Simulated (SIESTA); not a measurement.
# SrLiAlO3 under changes of volume

One of the cells (11.252 Å³/atom); the others are scaled copies at fixed shape and fractional positions:

```
Sr Al O Li
1.0
     2.62806   -2.63878    0.00000
     2.62806    2.63878    0.00000
    -1.93171    0.00000    4.86768
Sr Al O Li
1 1 3 1
Direct
  0.91697 0.91697 0.08117
  0.55317 0.55317 0.42817
  0.08313 0.59554 0.50646
  0.40544 0.40544 0.05717
  0.59554 0.08313 0.50646
  0.17908 0.17908 0.67056
```

The cell comes from a database or a generator and needn't be the stable form of this composition.

| Quantity | Value |
| --- | --- |
| Program | SIESTA 5.4.2 |
| Functional | PBEsol |
| Potentials or basis | PseudoDojo 0.4 standard (PBEsol files) |
| Basis | DZP (energy shift 0.003 Ry; two zetas on semicore shells; d shell added on Sr) |
| Grid cutoff | 800 Ry |
| Energy shift | 0.003 Ry |
| k mesh | 8 × 8 × 6 |
| Occupations | fermi-dirac, width 0.05 eV |
| Spin | no spin polarisation |

```tsv
volume (Å³/atom)	energy over the lowest point (meV/atom)	pressure (GPa)	gap on the mesh (eV)	largest force (eV/Å)
10.370	?	?	?	?
10.590	6.53	6.1	3.20	0.558
10.811	0.33	2.9	3.05	0.361
11.252	0.00	-2.5	2.77	0.144
11.473	5.09	-4.8	2.64	0.210
11.694	13.25	-6.9	2.51	0.310
```

Task: What does the run at 10.370 Å³/atom give?

Result: Energy over the lowest point 17.40 meV/atom; pressure 9.7 GPa; gap on the mesh 3.35 eV; largest force 0.774 eV/Å.

Worked out: A Birch-Murnaghan fit of order 3 (a polynomial in V^(-2/3)) to the other rows has its minimum at 11.04 Å³/atom with B0 = V·E''(V) = 136 GPa and B' = 4.1 at fixed shape and positions, which overstates the stiffness. It gives 17.28 meV/atom at 10.370 Å³/atom, against the run's 17.40, and -dE/dV = 9.6 GPa, against 9.7. A straight line through the other rows of the gap, of slope -6.95 eV per unit of ln V, extrapolates to 3.34 eV, against the run's 3.35.

Energies are extrapolated to zero smearing.

Caveats: the basis of atomic orbitals isn't converged, which shifts pressures, moduli and gaps.

A mesh can miss the band edges. Spin-orbit coupling on Sr is left out.
